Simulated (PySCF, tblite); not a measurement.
**AsH6NOSe2Si, a small molecule taken as a stand-in for a surface group (AsSe unit): NMR shifts, core binding energies and electronic excitations**

Wanted: the NMR shifts, core binding energies and electronic excitations for `N[SiH2]O[As]([SeH])[SeH]`.

Computed with tblite 0.8.0 and PySCF 2.14.0; each step states its level. No surroundings beyond the atoms listed, unless a continuum is named. Atoms count from 0, parts from 1.

## (1) The system as given

12 atoms, charge 0, multiplicity 1; geometry: distance geometry start.

## (2) Relaxing the cluster with GFN2-xTB

The job: settings as JSON, then the geometry in Å.

```
{"job": {"kind": "relax", "xc": "GFN2-xTB", "basis": "xTB"}, "charge": 0, "multiplicity": 1}
Se     3.229206     2.153463    -0.394731
As     1.522426     0.523095    -0.652240
Se     1.628462    -1.245642     0.931628
O     -0.184568     1.243059    -0.547507
Si    -1.190868    -0.042972    -0.073195
N     -2.884738     0.153063    -0.560203
H      4.572642     1.421481    -0.209247
H      1.829160    -2.633020     0.249829
H     -1.060223    -0.177518     1.382641
H     -0.667791    -1.218122    -0.794797
H     -3.278082    -0.827588    -0.713358
H     -3.489194     0.626146     0.126564
```

Level: GFN2-xTB geometry optimisation, gas phase.

Command:

```console
> OMP_NUM_THREADS=1 python cluster_run.py task.json out
```

This one command runs all jobs of the session in turn.

**Question.** The jobs that follow are: PBE0-D3(BJ)/def2-SVP geometry optimisation, gas phase; GIAO PBE0/pcSseg-1 NMR shielding, non-relativistic, gas phase; delta-SCF UKS SCAN, pcX-2 on the ionised atom, pcseg-1 elsewhere, spin-free X2C; TDDFT CAM-B3LYP/def2-SVPD, vertical, gas phase, core orbitals frozen in the response. Predict: point group; rotational constants (main isotopes); 1H shifts against TMS (PBE0/pcSseg-1); 77Se shifts against Me2Se (PBE0/pcSseg-1); 75As shifts against AsH3 (PBE0/pcSseg-1); 17O shifts against H2O (PBE0/pcSseg-1); 29Si shifts against TMS (PBE0/pcSseg-1); 15N shifts against NH3 (PBE0/pcSseg-1); O1s binding energies, SCAN/pcX-2; Si2p binding energies, SCAN/pcX-2; N1s binding energies, SCAN/pcX-2; lowest singlet (CAM-B3LYP/def2-SVPD); brightest single state of those computed; lowest triplet; vertical ionisation energy (ΔSCF); vertical electron affinity (ΔSCF).

The runs gave:

| quantity | value |
| --- | --- |
| point group | C1 |
| rotational constants (main isotopes) | 0.99, 0.61, 0.43 GHz |
| 1H shifts against TMS (PBE0/pcSseg-1) | 5.27, 4.86, 3.15, 1.56, 1.45, 1.10 ppm |
| 77Se shifts against Me2Se (PBE0/pcSseg-1) | 223, -26 ppm |
| 75As shifts against AsH3 (PBE0/pcSseg-1) | 1184 ppm |
| 17O shifts against H2O (PBE0/pcSseg-1) | 116.6 ppm |
| 29Si shifts against TMS (PBE0/pcSseg-1) | -27.4 ppm |
| 15N shifts against NH3 (PBE0/pcSseg-1) | 38.7 ppm |
| O1s binding energies, SCAN/pcX-2 | O3 537.19 eV |
| Si2p binding energies, SCAN/pcX-2 | Si4 107.64 eV |
| N1s binding energies, SCAN/pcX-2 | N5 404.85 eV |
| lowest singlet (CAM-B3LYP/def2-SVPD) | 4.19 eV (296 nm), f = 0.011 |
| brightest single state of those computed | state 6, 5.51 eV, f = 0.045 |
| lowest triplet | 3.65 eV |
| vertical ionisation energy (ΔSCF) | 8.57 eV |
| vertical electron affinity (ΔSCF) | -0.27 eV (unbound: the value hangs on the basis) |

**Reading.** The start of the PBE0/def2-SVP relaxation was shaken at random by about 0.01 Å, so part of the energy gained, and of the first lengths quoted, undoes that. The optimisation took 21 steps and gained 0.265 eV; among the close pairs (by a distance rule), As1–O3 changed most, from 1.715 to 1.787 Å (PBE0/def2-SVP). No frequency check was run at this level, so the end point may be a saddle. At PBE0/pcSseg-1: The widest tensor belongs to Se0: span 1202 ppm, with a paramagnetic part of -1454 ppm. The lowest singlet, at 4.19 eV, is HOMO→LUMO 0.73, HOMO→LUMO+1 0.14 and is weak; of the 6 states computed, the strongest absorption comes from state 6 at 5.51 eV (the last computed, so partners may be missing). The lowest triplet lies 0.54 eV below the lowest singlet (triplets in Tamm-Dancoff, singlets in full TDDFT). The orbital energy would give 7.85 eV for ionisation, ΔSCF gives 8.57 eV. Spin-orbit coupling is left out, which matters for shieldings and couplings at and beside the heavy atoms. A capped cluster stands for the solid here, so long-range fields and strain are missing, and bands or shifts of the capping hydrogens have no counterpart in it.
